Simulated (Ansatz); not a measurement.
**AlNi3: freezing in a mode**

Aim: for AlNi3, freeze in mode 7 at growing amplitude.

Computed with Ansatz 0.2.0 (DFT r2SCAN, scalar-relativistic, plane waves, PAW, unless a step's input says otherwise).

1 further run of the same task is left out (set aside as unsound or not needed).

### 1 The system as given

Symmetry: Fm-3m, No. 225, cubic system. Conventional cell: a = 5.604 Å, b = 5.604 Å, c = 5.604 Å, α = 90.00°, β = 90.00°, γ = 90.00°. Al (site symmetry m-3m) has 8 Ni at 2.43 Å as nearest neighbours. Ni (site symmetry -43m) is surrounded by 4 Al at 2.43 Å and 4 Ni at 2.43 Å. Ni (site symmetry m-3m) is surrounded by 8 Ni at 2.43 Å.

Structure file:

```cif
data_structure
_symmetry_space_group_name_H-M 'Fm-3m'
_symmetry_Int_Tables_number 225
_cell_length_a 5.6038
_cell_length_b 5.6038
_cell_length_c 5.6038
_cell_angle_alpha 90.000
_cell_angle_beta 90.000
_cell_angle_gamma 90.000
_cell_volume 175.97
loop_
_atom_site_label
_atom_site_type_symbol
_atom_site_symmetry_multiplicity
_atom_site_Wyckoff_symbol
_atom_site_fract_x
_atom_site_fract_y
_atom_site_fract_z
_atom_site_occupancy
Al1 Al 4 b 0.50000 0.00000 0.00000 1
Ni1 Ni 8 c 0.25000 0.75000 0.75000 1
Ni2 Ni 4 a 0.00000 0.00000 0.00000 1
```

It goes back to an entry of the Materials Project, which need not be the stable form.

It is the result of an earlier relaxation at this level (volume 11.00 Å³/atom; gap on the mesh: none (metal)).

### 2 The reference cell

Reference values: F = -18077.6999 eV; pressure 0.04 GPa; largest force 0.000 eV/Å; gap on the mesh none (metal). It was computed beforehand with the settings of the runs below.

### 3 Next: freezing in a mode

Mode 7 of the phonon run on this cell, counted from the lowest, is frozen in: each atom moves by x times its row below, so x is the largest displacement.

```
atom      ux     uy     uz
 Al1  -0.454  0.000  0.000
 Ni2  -0.396  0.000  0.000
 Ni3   1.000  0.000  0.000
 Ni4  -0.396  0.000  0.000
```

### 4 x = -0.300 Å

Contents of input.yaml:

```yaml
crystal:
  lattice:
    - [0.0, 2.8018887551, 2.8018887551]
    - [2.8018887551, 0.0, 2.8018887551]
    - [2.8018887551, 2.8018887551, 0.0]
  atoms:
    - { symbol: Al, position: [0.4756855936, 0.5243144064, 0.5243144064] }
    - { symbol: Ni, position: [0.2288210461, 0.2711789539, 0.2711789539] }
    - { symbol: Ni, position: [0.053535316, -0.053535316, -0.053535316] }
    - { symbol: Ni, position: [0.7288210461, 0.7711789539, 0.7711789539] }
basis:
  ecutwfc: 500
kpoints:
  mp_grid: { grid: [14, 14, 14] }
hamiltonian:
  xc: r2scan
scf:
  occupations: { method: gaussian, width: 0.15 }
output:
  forces: true
  stress: true
  eigenvalues: true
```

On the command line:

```
ansatz run input.yaml --threads 2 --pin off --max-ram 5120MiB --backend cpu --events-out ev --progress --plain --runs-dir out
```

### 5 At x = 0.225 Å

Contents of input.yaml:

```yaml
crystal:
  lattice:
    - [0.0, 2.8018887551, 2.8018887551]
    - [2.8018887551, 0.0, 2.8018887551]
    - [2.8018887551, 2.8018887551, 0.0]
  atoms:
    - { symbol: Al, position: [0.5182358048, 0.4817641952, 0.4817641952] }
    - { symbol: Ni, position: [0.2658842154, 0.2341157846, 0.2341157846] }
    - { symbol: Ni, position: [-0.040151487, 0.040151487, 0.040151487] }
    - { symbol: Ni, position: [0.7658842154, 0.7341157846, 0.7341157846] }
basis:
  ecutwfc: 500
kpoints:
  mp_grid: { grid: [14, 14, 14] }
hamiltonian:
  xc: r2scan
scf:
  occupations: { method: gaussian, width: 0.15 }
output:
  forces: true
  stress: true
  eigenvalues: true
```

### 6 Point x = -0.150 Å

Contents of input.yaml:

```yaml
crystal:
  lattice:
    - [0.0, 2.8018887551, 2.8018887551]
    - [2.8018887551, 0.0, 2.8018887551]
    - [2.8018887551, 2.8018887551, 0.0]
  atoms:
    - { symbol: Al, position: [0.4878427968, 0.5121572032, 0.5121572032] }
    - { symbol: Ni, position: [0.2394105231, 0.2605894769, 0.2605894769] }
    - { symbol: Ni, position: [0.026767658, -0.026767658, -0.026767658] }
    - { symbol: Ni, position: [0.7394105231, 0.7605894769, 0.7605894769] }
basis:
  ecutwfc: 500
kpoints:
  mp_grid: { grid: [14, 14, 14] }
hamiltonian:
  xc: r2scan
scf:
  occupations: { method: gaussian, width: 0.15 }
output:
  forces: true
  stress: true
  eigenvalues: true
```

### 7 At x = 0.075 Å

Contents of input.yaml:

```yaml
crystal:
  lattice:
    - [0.0, 2.8018887551, 2.8018887551]
    - [2.8018887551, 0.0, 2.8018887551]
    - [2.8018887551, 2.8018887551, 0.0]
  atoms:
    - { symbol: Al, position: [0.5060786016, 0.4939213984, 0.4939213984] }
    - { symbol: Ni, position: [0.2552947385, 0.2447052615, 0.2447052615] }
    - { symbol: Ni, position: [-0.013383829, 0.013383829, 0.013383829] }
    - { symbol: Ni, position: [0.7552947385, 0.7447052615, 0.7447052615] }
basis:
  ecutwfc: 500
kpoints:
  mp_grid: { grid: [14, 14, 14] }
hamiltonian:
  xc: r2scan
scf:
  occupations: { method: gaussian, width: 0.15 }
output:
  forces: true
  stress: true
  eigenvalues: true
```

### 8 x = 0.263 Å

Contents of input.yaml:

```yaml
crystal:
  lattice:
    - [0.0, 2.8018887551, 2.8018887551]
    - [2.8018887551, 0.0, 2.8018887551]
    - [2.8018887551, 2.8018887551, 0.0]
  atoms:
    - { symbol: Al, position: [0.5212751056, 0.4787248944, 0.4787248944] }
    - { symbol: Ni, position: [0.2685315847, 0.2314684153, 0.2314684153] }
    - { symbol: Ni, position: [-0.0468434015, 0.0468434015, 0.0468434015] }
    - { symbol: Ni, position: [0.7685315847, 0.7314684153, 0.7314684153] }
basis:
  ecutwfc: 500
kpoints:
  mp_grid: { grid: [14, 14, 14] }
hamiltonian:
  xc: r2scan
scf:
  occupations: { method: gaussian, width: 0.15 }
output:
  forces: true
  stress: true
  eigenvalues: true
```

### 9 At x = 0.188 Å

Contents of input.yaml:

```yaml
crystal:
  lattice:
    - [0.0, 2.8018887551, 2.8018887551]
    - [2.8018887551, 0.0, 2.8018887551]
    - [2.8018887551, 2.8018887551, 0.0]
  atoms:
    - { symbol: Al, position: [0.515196504, 0.484803496, 0.484803496] }
    - { symbol: Ni, position: [0.2632368462, 0.2367631538, 0.2367631538] }
    - { symbol: Ni, position: [-0.0334595725, 0.0334595725, 0.0334595725] }
    - { symbol: Ni, position: [0.7632368462, 0.7367631538, 0.7367631538] }
basis:
  ecutwfc: 500
kpoints:
  mp_grid: { grid: [14, 14, 14] }
hamiltonian:
  xc: r2scan
scf:
  occupations: { method: gaussian, width: 0.15 }
output:
  forces: true
  stress: true
  eigenvalues: true
```

### 10 x = 0.113 Å

Contents of input.yaml:

```yaml
crystal:
  lattice:
    - [0.0, 2.8018887551, 2.8018887551]
    - [2.8018887551, 0.0, 2.8018887551]
    - [2.8018887551, 2.8018887551, 0.0]
  atoms:
    - { symbol: Al, position: [0.5091179024, 0.4908820976, 0.4908820976] }
    - { symbol: Ni, position: [0.2579421077, 0.2420578923, 0.2420578923] }
    - { symbol: Ni, position: [-0.0200757435, 0.0200757435, 0.0200757435] }
    - { symbol: Ni, position: [0.7579421077, 0.7420578923, 0.7420578923] }
basis:
  ecutwfc: 500
kpoints:
  mp_grid: { grid: [14, 14, 14] }
hamiltonian:
  xc: r2scan
scf:
  occupations: { method: gaussian, width: 0.15 }
output:
  forces: true
  stress: true
  eigenvalues: true
```

### 11 Point x = 0.037 Å

Contents of input.yaml:

```yaml
crystal:
  lattice:
    - [0.0, 2.8018887551, 2.8018887551]
    - [2.8018887551, 0.0, 2.8018887551]
    - [2.8018887551, 2.8018887551, 0.0]
  atoms:
    - { symbol: Al, position: [0.5030393008, 0.4969606992, 0.4969606992] }
    - { symbol: Ni, position: [0.2526473692, 0.2473526308, 0.2473526308] }
    - { symbol: Ni, position: [-0.0066919145, 0.0066919145, 0.0066919145] }
    - { symbol: Ni, position: [0.7526473692, 0.7473526308, 0.7473526308] }
basis:
  ecutwfc: 500
kpoints:
  mp_grid: { grid: [14, 14, 14] }
hamiltonian:
  xc: r2scan
scf:
  occupations: { method: gaussian, width: 0.15 }
output:
  forces: true
  stress: true
  eigenvalues: true
```

(Steps that only read results are left out.)

**Question.** What will these runs give? Wanted: harmonic wavenumber of the mode.

The runs gave:

| quantity | value |
| --- | --- |
| harmonic wavenumber of the mode | 246 cm⁻¹ |
| the same from the force at an amplitude of 0.037 Å | 246 cm⁻¹ |

**Reading.** The force at the smallest amplitude gives 246 cm⁻¹ against 246 cm⁻¹ from the phonon run, so the curve is close to a parabola there. The undisturbed cell stays the lowest of the sampled points. Spin polarisation is off in the runs that give these values; a magnetic solution could lie lower.
